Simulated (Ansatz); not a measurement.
# Ni: the cost of one run

Computed with Ansatz 0.2.0 (DFT LDA, scalar-relativistic, plane waves, PAW, unless a step's input says otherwise).

1 further run of the same task is left out (set aside as unsound or not needed).

## 1. The starting structure

Symmetry: Fm-3m, No. 225, cubic system. Conventional cell: a = 3.424 Å, b = 3.424 Å, c = 3.424 Å, α = 90.00°, β = 90.00°, γ = 90.00°. Around Ni (site symmetry m-3m) lie 12 Ni at 2.42 Å.

Structure file:

```
Ni
1.0
     0.00000    1.71203    1.71203
     1.71203    0.00000    1.71203
     1.71203    1.71203    0.00000
Ni
1
Direct
  0.00000 0.00000 0.00000
```

It goes back to an entry of the Materials Project.

This cell was relaxed beforehand with the same method: volume 10.04 Å³/atom, gap on the mesh none (metal), site moments up to 0.6 μB.

## 2. The bulk in the cell of the plane

File input.yaml:

```yaml
crystal:
  lattice:
    - [2.4211813597, 0.0, 0.0]
    - [-1.2105906799, 2.0968045647, 0.0]
    - [1.2105906799, 0.6989348549, 1.976886302]
  atoms:
    - { symbol: Ni, position: [0.0, 0.0, 0.0], spin: 0.7 }
basis:
  ecutwfc: 420
kpoints:
  mp_grid: { grid: [15, 15, 17] }
hamiltonian:
  xc: lda
scf:
  occupations: { method: gaussian, width: 0.1 }
output:
  forces: true
  stress: true
  eigenvalues: true
  populations: true
magnetization:
  spin_polarized: true
```

Started as:

```
ansatz run input.yaml --threads 4 --pin off --max-ram 8192MiB --backend cpu --events-out ev --progress --plain --runs-dir out
```

What time and memory should one allow on 4 threads of Arm Neoverse V1, shared host?

About 9.7 s, with a peak of 0.56 GiB.
